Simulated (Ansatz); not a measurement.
# C2H2FInS: how energies converge with the basis set

One table from this session's results is given with a row withheld; the runs are named, their logs left out.

Computed with Ansatz 0.2.0, Gaussian basis. Level: one geometry, several basis sets.

Levels to be run: PBE0-D4/def2-SVP; ωB97M-V/def2-SVP; PBE0-D4/def2-QZVPP; ωB97M-V/def2-QZVPP; the functionals' def2-TZVPP values are taken from earlier runs.

## The relaxed structure

An earlier PBE0-D4 in a triple-zeta def2 set relaxation fixed the geometry. In takes the def2 core potential; no spin-orbit term is included.

7 atoms, charge 0, spin multiplicity 1.

Atoms are counted from 1 here; the program's logs count them from 0.

Bond lengths: F1–C2 1.329 Å, C2–C3 1.343 Å, C2–S5 1.771 Å, C3–In4 2.086 Å, C3–H6 1.081 Å, In4–S5 2.489 Å, In4–H7 1.684 Å. Angles: F1–C2–C3 123.3°, F1–C2–S5 115.4°, C3–C2–S5 121.3°, C2–C3–In4 94.4°, C2–C3–H6 124.3°, In4–C3–H6 141.3°, C3–In4–S5 72.4°, C3–In4–H7 158.1°, S5–In4–H7 129.5°, C2–S5–In4 71.8°.

Set-up of the first run:

The input, in.yaml:

```yaml
crystal:
  periodic: [false, false, false]
  atoms:
    - {symbol: F, position_ang: [0.165121, -1.365087, 1.945627]}
    - {symbol: C, position_ang: [0.016578, -0.708085, 0.800087]}
    - {symbol: C, position_ang: [0.404993, 0.565648, 0.624906]}
    - {symbol: In, position_ang: [-0.222360, 0.652127, -1.363014]}
    - {symbol: S, position_ang: [-0.739510, -1.628942, -0.510558]}
    - {symbol: H, position_ang: [0.870271, 1.171086, 1.390411]}
    - {symbol: H, position_ang: [-0.495073, 1.313243, -2.887459]}
basis:
  gaussian: {orbitals: def2-SVP}
hamiltonian: {xc: pbe0, dispersion: d4}
output: {orbitals: {seedname: orbitals}}
```

Launch:

```console
$ ansatz run in.yaml --threads 2 --pin off --events-out ev --progress --plain --max-ram 22528MiB --backend cpu
```

Among the steps run: PBE0-D4 in def2-SVP; ωB97M-V in def2-SVP; PBE0-D4 in def2-QZVPP; ωB97M-V in def2-QZVPP.

One of the session's tables, all rows but one given; the rest of the session is left out.

It belongs to the step «Functionals by basis». 

| functional | basis | HOMO (eV) | LUMO (eV) |
| --- | --- | --- | --- |
| PBE0-D4 | def2-SVP | -6.12 | -1.95 |
| PBE0-D4 | def2-TZVPP | -6.23 | -2.00 |
| PBE0-D4 | def2-QZVPP | -6.26 | -2.02 |
| ωB97M-V | def2-SVP | -8.17 | -0.31 |
| ωB97M-V | def2-TZVPP | ? | ? |
| ωB97M-V | def2-QZVPP | -8.35 | -0.50 |

**Question.** Estimate the row for ωB97M-V, def2-TZVPP.

**Answer.** HOMO (eV): -8.31; LUMO (eV): -0.45. In the column «HOMO (eV)» it lies between ωB97M-V, def2-QZVPP (-8.35) and ωB97M-V, def2-SVP (-8.17).
